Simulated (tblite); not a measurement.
# C4H8BFS2: the cost of one run

Computed with tblite 0.8.0 and PySCF 2.14.0, with density-fitted response routines of our own, on a single molecule in the gas phase. Atoms count from 0, in the outputs and in this text.

## 1. Starting geometry

16 atoms, charge 0, multiplicity 1; geometry from: force field or distance geometry start.

Bonds of the start (Å): C0–B1 1.57, B1–S2 1.89, S2–C3 1.84, C3–C4 1.54, C4–F5 1.39, C4–C6 1.54, C6–S7 1.83, S7–B1 1.89, C0–H8 1.11, C0–H9 1.12, C0–H10 1.12, C3–H11 1.10, C3–H12 1.11, C4–H13 1.10, C6–H14 1.11, C6–H15 1.10.

## 2. Geometry optimisation with GFN2-xTB

What the job is given:

```
{"job": {"kind": "relax", "xc": "GFN2-xTB", "basis": "xTB"}, "charge": 0, "multiplicity": 1}
C     -2.414400    -0.543000    -0.171700
B     -1.204700    -0.384700     0.819400
S      0.071700    -1.771900     0.995200
C      1.191900    -1.006400    -0.242700
C      1.698700     0.370500     0.213900
F      2.755100     0.731100    -0.610200
C      0.614900     1.463400     0.101500
S     -0.646500     1.312300     1.421200
H     -2.042800    -0.834000    -1.172500
H     -3.116500    -1.324300     0.210700
H     -2.972300     0.420500    -0.251200
H      0.693700    -0.956600    -1.226100
H      2.059300    -1.692100    -0.330300
H      2.081700     0.316400     1.247800
H      1.091800     2.462600     0.227800
H      0.130900     1.445300    -0.885100
```

Run with:

```console
$ OMP_NUM_THREADS=1 python probes_run.py task.json out
```

The driver reads the jobs from task.json and runs them one after another.

Q: Estimate the wall time of this first job on 1 thread of Arm Neoverse N1, shared host.

About 1.1 s.
